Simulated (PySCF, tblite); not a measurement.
# C₄H₈F₂GeO: geometry, infrared bands and NMR shifts

What infrared bands and NMR shifts should C₄H₈F₂GeO (`C=CCC[O][GeH]([F])[F]`) show?

Computed with tblite 0.8.0 and PySCF 2.14.0, with density-fitted response routines of our own, on a single molecule in the gas phase. Atoms count from 0, in the outputs and in this text.

### Step 1. The molecule as given

16 atoms, charge 0, multiplicity 1; geometry from: force field or distance geometry start.

Bonds of the start (Å): C0–C1 1.34, C1–C2 1.46, C2–C3 1.49, C3–O4 1.40, O4–Ge5 1.79, Ge5–F6 1.76, Ge5–F7 1.74, C0–H8 1.10, C0–H9 1.07, C1–H10 1.08, C2–H11 1.11, C2–H12 1.12, C3–H13 1.12, C3–H14 1.11, Ge5–H15 1.54.

### Step 2. Geometry optimisation with GFN2-xTB

What the job is given:

```
{"job": {"kind": "relax", "xc": "GFN2-xTB", "basis": "xTB"}, "charge": 0, "multiplicity": 1}
C      2.967800     0.602400     0.463400
C      2.045000    -0.360700     0.393400
C      0.916600    -0.194100    -0.516700
C     -0.437300    -0.189700     0.114000
O     -1.368600    -0.020600    -0.915700
Ge    -3.048000    -0.004700    -0.307200
F     -2.966300     0.850500     1.228300
F     -3.741900    -1.591800    -0.174100
H      2.774800     1.462300    -0.192400
H      3.825100     0.572600     1.110100
H      2.195700    -1.223500     1.028100
H      0.968500    -0.943400    -1.328100
H      1.048500     0.800900    -1.023100
H     -0.670000    -1.203500     0.536600
H     -0.627300     0.613400     0.853000
H     -3.890200     0.838900    -1.280900
```

Started as:

```console
OMP_NUM_THREADS=1 python probes_run.py task.json out
```

One launch serves the whole session: the jobs run in the order shown.

**Question.** This job is followed by: GFN2-xTB harmonic vibrations, gas phase; GIAO PBE0/pcSseg-1 NMR shielding, non-relativistic, gas phase. Predict these results of the whole session: strongest single infrared mode (GFN2-xTB); zero-point energy (GFN2-xTB); ¹³C shifts against TMS (PBE0/pcSseg-1); ¹H shifts against TMS (PBE0/pcSseg-1, means over atoms taken as alike); ¹⁷O shifts against H2O (PBE0/pcSseg-1); ⁷³Ge shifts against GeMe4 (PBE0/pcSseg-1); ¹⁹F shifts against CFCl3 (PBE0/pcSseg-1, means over atoms taken as alike); surface potential, 1st and 99th percentile.

As calculated:

| quantity | value |
| --- | --- |
| strongest single infrared mode (GFN2-xTB) | 1031 cm⁻¹, 149 km/mol |
| zero-point energy (GFN2-xTB) | 69.6 kcal/mol |
| ¹³C shifts against TMS (PBE0/pcSseg-1) | 141.0, 125.3, 71.1, 43.8 ppm |
| ¹H shifts against TMS (PBE0/pcSseg-1, means over atoms taken as alike) | 5.96, 5.63, 5.44, 5.27, 4.34, 2.66 ppm |
| ¹⁷O shifts against H2O (PBE0/pcSseg-1) | 70.4 ppm |
| ⁷³Ge shifts against GeMe4 (PBE0/pcSseg-1) | -49 ppm |
| ¹⁹F shifts against CFCl3 (PBE0/pcSseg-1, means over atoms taken as alike) | -160.7 ppm |
| surface potential, 1st and 99th percentile | -1.18 V and 1.73 V |

What this shows: The optimisation took 88 steps and gained 0.611 eV; among the close pairs (by a distance rule), O4–Ge5 changed most, from 1.786 to 1.697 Å. No mode is imaginary among the 42: a minimum at this level. The strongest single mode, at 1031 cm⁻¹, is spread over several atoms, C3, O4, H10, H8 among them. Unscaled tight-binding wavenumbers are off by several per cent, some by more. Its intensities can rank the bands wrongly. C1 (alkene CH) lies farthest downfield among carbon, at 141.0 ppm; as expected for a trigonal carbon in a double bond. H10 (hydrogen on an alkene CH) lies farthest downfield among hydrogen, at 5.96 ppm; a vinylic proton, deshielded by the sp2 carbon and the C=C anisotropy. At PBE0/pcSseg-1: The largest span, 236 ppm, is at C1, where the paramagnetic term is -211 ppm. Spin-orbit coupling is left out, which matters for shieldings and couplings at and beside the heavy atoms.
